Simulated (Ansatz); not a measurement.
# C4H12OSi: the cost of one run

Method: RKS PBE/STO-3G, in Ansatz 0.2.0.

**1. The structure to begin with**

Bond lengths (14 of 17 bonds, heavy atoms first): C1–O2 1.468 Å, O2–C3 1.479 Å, C3–C4 1.572 Å, C3–C5 1.551 Å, C3–Si6 1.947 Å, C1–H7 1.093 Å, C1–H8 1.064 Å, C1–H9 1.110 Å, C4–H10 1.098 Å, C4–H11 1.136 Å, C4–H12 1.040 Å, C5–H13 1.050 Å, C5–H14 1.082 Å, C5–H15 1.107 Å. Angles (14 of 31 angles, heavy atoms first): C1–O2–C3 117.5°, O2–C3–C4 107.9°, O2–C3–C5 103.0°, O2–C3–Si6 115.4°, C4–C3–C5 105.3°, C4–C3–Si6 115.0°, C5–C3–Si6 109.2°, O2–C1–H7 107.2°, O2–C1–H8 108.9°, O2–C1–H9 105.5°, C3–C4–H10 107.3°, C3–C4–H11 106.9°, C3–C4–H12 113.9°, C3–C5–H13 113.9°.

Coordinates:

```xyz
18

C     0.8895   -1.2314    1.6601
O     0.7676    0.1295    1.1224
C     0.0196    0.3010   -0.1420
C     0.6413   -0.6742   -1.2063
C     0.4318    1.7239   -0.6011
Si   -1.9186    0.2159    0.0167
H    -0.1209   -1.6413    1.7364
H     1.5376   -1.7941    1.0315
H     1.2791   -1.1094    2.6926
H     0.1714   -0.4459   -2.1725
H     0.2715   -1.7182   -0.9545
H     1.6810   -0.6544   -1.2401
H     1.4689    1.8561   -0.6965
H    -0.0497    2.0069   -1.5279
H     0.1197    2.4614    0.1636
H    -2.3003   -1.1363    0.4660
H    -2.3996    1.2263    1.0035
H    -2.5274    0.4955   -1.3001
```

**2. End point A**

The input, input.yaml:

```yaml
crystal:
  periodic: [false, false, false]
  atoms:
    - { symbol: C, position_ang: [0.8895, -1.2314, 1.6601] }
    - { symbol: O, position_ang: [0.7676, 0.1295, 1.1224] }
    - { symbol: C, position_ang: [0.0196, 0.301, -0.142] }
    - { symbol: C, position_ang: [0.6413, -0.6742, -1.2063] }
    - { symbol: C, position_ang: [0.4318, 1.7239, -0.6011] }
    - { symbol: Si, position_ang: [-1.9186, 0.2159, 0.0167] }
    - { symbol: H, position_ang: [-0.1209, -1.6413, 1.7364] }
    - { symbol: H, position_ang: [1.5376, -1.7941, 1.0315] }
    - { symbol: H, position_ang: [1.2791, -1.1094, 2.6926] }
    - { symbol: H, position_ang: [0.1714, -0.4459, -2.1725] }
    - { symbol: H, position_ang: [0.2715, -1.7182, -0.9545] }
    - { symbol: H, position_ang: [1.681, -0.6544, -1.2401] }
    - { symbol: H, position_ang: [1.4689, 1.8561, -0.6965] }
    - { symbol: H, position_ang: [-0.0497, 2.0069, -1.5279] }
    - { symbol: H, position_ang: [0.1197, 2.4614, 0.1636] }
    - { symbol: H, position_ang: [-2.3003, -1.1363, 0.466] }
    - { symbol: H, position_ang: [-2.3996, 1.2263, 1.0035] }
    - { symbol: H, position_ang: [-2.5274, 0.4955, -1.3001] }
basis:
  gaussian: { orbitals: STO-3G }
hamiltonian:
  xc: pbe
relax:
  f_tol: 0.015
  max_steps: 40
output:
  orbitals: {}
```

On the command line:

```bash
> ansatz run input.yaml --threads 1 --pin off --max-ram 2048MiB --backend cpu --events-out ev --progress --plain --runs-dir out
```

What time and memory should one allow on 1 thread of Intel Xeon at 2.70GHz, shared host?

About 72 s, with a peak of 0.15 GiB.
